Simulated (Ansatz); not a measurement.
# B2Se3: the cost of one run

Computed with Ansatz 0.2.0 (DFT PBE, scalar-relativistic, plane waves, PAW, unless a step's input says otherwise).

### Step 1. The system as given

It takes space group R-3m (No. 166, trigonal). The conventional cell has a = 3.587 Å, b = 3.587 Å, c = 24.940 Å, α = 90.00°, β = 90.00°, γ = 120.00°. Around B (site symmetry 3m) lie 6 Se at 2.51 to 2.66 Å. Se (site symmetry -3m) has 6 B at 2.66 Å as nearest neighbours. Around Se (site symmetry 3m) lie 3 B at 2.51 Å.

Structure file:

```cif
data_structure
_symmetry_space_group_name_H-M 'P 1'
_symmetry_Int_Tables_number 1
_cell_length_a 8.5674
_cell_length_b 8.5674
_cell_length_c 8.5674
_cell_angle_alpha 24.166
_cell_angle_beta 24.166
_cell_angle_gamma 24.166
_cell_volume 92.62
loop_
_atom_site_label
_atom_site_type_symbol
_atom_site_fract_x
_atom_site_fract_y
_atom_site_fract_z
_atom_site_occupancy
B1 B 0.40000 0.40000 0.40000 1
B2 B 0.60000 0.60000 0.60000 1
Se1 Se 0.00000 0.00000 0.00000 1
Se2 Se 0.20950 0.20950 0.20950 1
Se3 Se 0.79050 0.79050 0.79050 1
```

(A quick probe on a coarse mesh, which set the mesh and smearing, is not shown.)

### Step 3. Rough relaxation on the coarse mesh

Contents of input.yaml:

```yaml
crystal:
  lattice:
    - [1.7934010848, 1.0354205991, 8.3133237409]
    - [-1.7934010848, 1.0354205991, 8.3133237409]
    - [0.0, -2.0708411981, 8.3133237409]
  atoms:
    - { symbol: B, position: [0.4, 0.4, 0.4] }
    - { symbol: B, position: [0.6, 0.6, 0.6] }
    - { symbol: Se, position: [0.0, 0.0, 0.0] }
    - { symbol: Se, position: [0.2095, 0.2095, 0.2095] }
    - { symbol: Se, position: [0.7905, 0.7905, 0.7905] }
basis:
  ecutwfc: 420
kpoints:
  mp_grid: { grid: [6, 6, 6] }
hamiltonian:
  xc: pbe
scf:
  occupations: { method: gaussian, width: 0.1 }
  lower_state_search: "off"
output:
  forces: true
  stress: true
  eigenvalues: true
relax:
  adjacent_minimum: "off"
  f_tol: 0.04
  max_steps: 70
  cell: { stress_tol: 0.4 }
```

Run with:

```bash
$ ansatz run input.yaml --threads 1 --pin off --max-ram 2560MiB --backend cpu --events-out ev --progress --plain --runs-dir out
```

**Question.** How long does this run take on 1 thread of Arm Neoverse V1, shared host, and how much memory does it need?

About 93 s, with a peak of 0.39 GiB.
